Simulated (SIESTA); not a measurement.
Crystal: NiMoIrPdW.

```
Ni Mo Pd Ir W
1.0
     2.77046    0.00000    0.00000
    -1.38523    2.39928    0.00000
     0.00000    0.00000   21.88122
Ni Mo Pd Ir W
2 2 2 2 2
Direct
  0.33333 0.66667 0.04433
  0.66667 0.33333 0.95562
  0.66667 0.33333 0.34270
  0.66667 0.33333 0.76320
  0.33333 0.66667 0.44768
  0.33333 0.66667 0.65723
  0.33333 0.66667 0.23988
  0.33333 0.66667 0.86050
  0.66667 0.33333 0.13646
  0.66667 0.33333 0.55240
```

The cell was built by a generator and needn't be a form met in nature.

| Property | Result |
| --- | --- |
| Program | SIESTA 5.4.2 |
| Task | single point |
| Functional | PBE |
| Potentials or basis | PseudoDojo 0.4 standard (PBE files) |
| Basis | DZP (energy shift 0.003 Ry; two zetas on semicore shells) |
| Grid cutoff | 800 Ry |
| Energy shift | 0.003 Ry |
| k mesh | 11 × 11 × 2 |
| Occupations | fermi-dirac, width 0.05 eV |
| Spin | collinear spin, ferromagnetic start |
| Starting moments | [1.0, 1.0, 1.0, 1.0, 0.0, 0.0, 0.6, 0.6, 0.0, 0.0] μB |

On this cell: pressure 2.0 GPa; largest force 0.519 eV/Å; net moment 0.11 μB per cell; site moments Ni +0.04, +0.07; Mo +0.00, -0.01; Pd -0.00, +0.00; Ir -0.00, +0.00; W +0.00, -0.00 μB; band gap on the k mesh none (metal or under the smearing width).

The same run follows on a disturbed copy (atoms moved at random, drawn with an rms of 0.05 Å):

```xyz
10
Lattice="2.7705 0.0000 0.0000 -1.3852 2.3993 0.0000 0.0000 0.0000 21.8812" Properties=species:S:1:pos:R:3 pbc="T T T"
Ni   -0.0218    1.5824    0.9653
Ni    1.4336    0.8075   20.8865
Mo    1.3915    0.8133    7.5207
Mo    1.3848    0.8316   16.6805
Pd    0.0053    1.5806    9.7941
Pd    0.0019    1.6214   14.3790
Ir    0.0547    1.5663    5.2356
Ir   -0.0288    1.5791   18.8711
W     1.3911    0.7815    3.0183
W     1.3541    0.7635   12.0580
```

What does the disturbed cell give?

The energy (extrapolated to zero smearing) moves by +6.4 meV/atom; pressure 1.9 GPa; largest force 0.771 eV/Å; net moment 0.37 μB per cell; site moments Ni +0.16, +0.21; Mo +0.00, -0.01; Pd -0.00, +0.00; Ir -0.00, +0.01; W +0.01, +0.00 μB; band gap on the k mesh none (metal or under the smearing width).

Forces on the atoms (eV/Å):
```
Ni   0.130  0.021 -0.033
Ni  -0.228 -0.084  0.588
Mo   0.128 -0.184 -0.359
Mo  -0.096 -0.207  0.240
Pd  -0.078  0.032 -0.107
Pd  -0.054 -0.075 -0.115
Ir  -0.280  0.171  0.586
Ir   0.251  0.248 -0.686
W    0.108 -0.046 -0.509
W    0.119  0.122  0.393
```

Stress tensor (GPa, compression positive):
```
 2.12  0.10 -0.08
 0.10  1.72  0.12
-0.08  0.12  1.88
```

Caveats: short orbitals over semicore shells can move pressures by several GPa; the valence orbitals were made in a potential fitted to the semicore shell under them, which widens gaps by tenths of an eV or more; the basis of atomic orbitals isn't converged, which shifts pressures, moduli and gaps.
